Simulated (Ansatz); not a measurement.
**Molecular dynamics of Li₃Mn₂Co₂P₄O₁₆**

Input file:

```yaml
crystal:
  lattice:
    - [4.776607, 0.0, 0.0]
    - [-0.006317, 6.085207, 0.0]
    - [-0.000147, -0.023016, 10.441722]
  atoms:
    - { symbol: Li, position: [-0.00912321, 0.58287491, 0.01715896] }
    - { symbol: Li, position: [0.45595114, 1.05363598, 0.48334936] }
    - { symbol: Li, position: [0.42141583, 0.48795785, 0.52064625] }
    - { symbol: Mn, position: [0.56819845, 0.22313137, 0.82410943], spin: 3.5 }
    - { symbol: Mn, position: [0.52292799, 0.73275099, 0.21420768], spin: 3.5 }
    - { symbol: Co, position: [0.98960947, 0.76863899, 0.73019839], spin: 1.8 }
    - { symbol: Co, position: [0.00314539, 0.25289246, 0.25861583], spin: 1.8 }
    - { symbol: P, position: [0.57961874, 0.24889585, 0.11171847] }
    - { symbol: P, position: [0.41118134, 0.76173829, 0.90344611] }
    - { symbol: P, position: [0.06495009, 0.75429591, 0.39629508] }
    - { symbol: P, position: [0.89134998, 0.24379363, 0.57370012] }
    - { symbol: O, position: [0.36849484, 0.68494399, 0.05303501] }
    - { symbol: O, position: [0.69018706, 0.29482421, 0.97969123] }
    - { symbol: O, position: [0.25767819, 0.23283745, 0.09757638] }
    - { symbol: O, position: [0.73835811, 0.75733669, 0.89836446] }
    - { symbol: O, position: [0.73036971, 0.72216567, 0.36212358] }
    - { symbol: O, position: [0.21872523, 0.24115713, 0.57876677] }
    - { symbol: O, position: [0.7796037, 0.19663979, 0.43479524] }
    - { symbol: O, position: [0.12448527, 0.74292857, 0.53037176] }
    - { symbol: O, position: [0.69519907, 0.03812893, 0.20277163] }
    - { symbol: O, position: [0.71585382, 0.47665835, 0.1704449] }
    - { symbol: O, position: [0.32156815, 0.58743746, 0.80619548] }
    - { symbol: O, position: [0.28139752, 0.9658225, 0.8713819] }
    - { symbol: O, position: [0.23106231, 0.57021034, 0.31638712] }
    - { symbol: O, position: [0.18292822, 0.94990962, 0.33657384] }
    - { symbol: O, position: [0.77813186, 0.06961673, 0.66519963] }
    - { symbol: O, position: [0.75118928, 0.46690006, 0.62858148] }
magnetization:
  spin_polarized: true
basis:
  ecutwfc: 420.0
kpoints:
  mp_grid: { grid: [2, 2, 1] }
hamiltonian:
  xc: pbesol
scf:
  occupations: { method: fermi_dirac, width: 0.05 }
  lower_state_search: "off"
md:
  timestep: 1
  n_steps: 110
  ensemble: nvt_langevin
  temperature: 1560.0
  initial_velocities: maxwell_boltzmann
  seed: 119454
  friction: 0.01
```

Command:

```bash
$ ansatz run input.yaml --threads 2 --pin off --max-ram 5120MiB --backend cpu --events-out ev --progress --plain --runs-dir out
```

It goes on from the last frame of an earlier run, with new velocities.

Output, in part (step lines):

```
md step     0: t =     0.00 fs  T =  1502.2 K  F+E_penalty+E_count = -30472.80671844 eV  E_kin = 5.242786 eV  (45 SCF iters)
md step     1: t =     1.00 fs  T =  1579.9 K  F+E_penalty+E_count = -30472.85232237 eV  E_kin = 5.513973 eV  (25 SCF iters)
md step     2: t =     2.00 fs  T =  1576.6 K  F+E_penalty+E_count = -30472.91511909 eV  E_kin = 5.502490 eV  (25 SCF iters)
md step     3: t =     3.00 fs  T =  1585.6 K  F+E_penalty+E_count = -30472.99595227 eV  E_kin = 5.533649 eV  (24 SCF iters)
md step     4: t =     4.00 fs  T =  1524.6 K  F+E_penalty+E_count = -30473.05557579 eV  E_kin = 5.320937 eV  (26 SCF iters)
md step     5: t =     5.00 fs  T =  1557.1 K  F+E_penalty+E_count = -30473.07428205 eV  E_kin = 5.434215 eV  (26 SCF iters)
md step     6: t =     6.00 fs  T =  1566.0 K  F+E_penalty+E_count = -30473.04707608 eV  E_kin = 5.465472 eV  (24 SCF iters)
md step     7: t =     7.00 fs  T =  1538.7 K  F+E_penalty+E_count = -30472.98633825 eV  E_kin = 5.370170 eV  (25 SCF iters)
[... lines left out ...]
```

The steps, from the saved trajectory:

```csv
time (fs),T (K),potential energy less start (eV)
0.0,1502,0.000
3.0,1586,-0.189
6.0,1566,-0.240
9.0,1588,-0.054
12.0,1576,-0.096
15.0,1641,-0.216
18.0,1638,-0.003
21.0,1483,0.401
24.0,1519,0.731
27.0,1573,0.832
30.0,1717,0.299
33.0,1839,-0.181
36.0,1955,-0.165
39.0,1907,0.076
42.0,1700,0.322
45.0,1632,0.663
48.0,1483,0.866
51.0,1625,0.693
54.0,1683,0.290
57.0,1877,-0.202
60.0,1979,-0.524
63.0,1873,-0.367
66.0,1617,0.210
69.0,1610,0.817
72.0,1718,0.204
75.0,1887,-0.894
78.0,2029,-0.960
81.0,1844,-0.331
84.0,1789,0.280
87.0,1712,0.735
90.0,1596,0.798
93.0,1630,0.629
96.0,1677,0.589
99.0,1605,0.699
102.0,1702,0.799
105.0,1497,0.725
108.0,1615,0.438
```

All steps were run. The mean temperature of the second half is 11 % above the set value. A run of 0.11 ps of so small a system gives no equilibrium averages. No Hubbard correction was used and the magnetic state wasn't searched. Limits of this set-up: coarse k mesh.

Mean squared displacements from the first frame to the last, about the centre of mass: Li 0.47 Å², Mn 0.26 Å², Co 0.33 Å², P 0.18 Å², O 0.26 Å².

Last frame:

```xyz
27
Lattice="4.7766 0.0000 0.0000 -0.0063 6.0852 0.0000 -0.0001 -0.0230 10.4417" Properties=species:S:1:pos:R:3
Li 0.050 3.053 0.083
Li 2.187 5.716 5.058
Li 2.552 2.749 5.184
Mn 2.269 1.498 8.375
Mn 2.482 4.300 2.334
Co 5.032 4.674 7.797
Co -0.570 1.080 3.349
P 2.193 1.578 1.575
P 2.241 4.156 9.493
P 0.050 4.460 4.533
P 4.358 1.148 6.515
O 1.623 4.151 0.753
O 2.474 1.416 10.508
O 0.668 1.738 1.969
O 3.698 3.989 9.459
O 3.163 4.442 4.399
O 1.128 0.836 6.561
O 3.738 1.260 5.098
O 0.749 4.577 5.891
O 2.834 0.283 2.346
O 3.226 2.577 2.143
O 1.359 3.025 8.804
O 1.646 5.439 8.860
O 0.495 3.117 3.910
O 0.835 5.660 3.710
O 3.740 0.067 7.382
O 3.903 2.579 7.139
```

Run time: 50 min on 2 threads of Arm Neoverse V1 (shared host), peak memory 1.4 GiB.
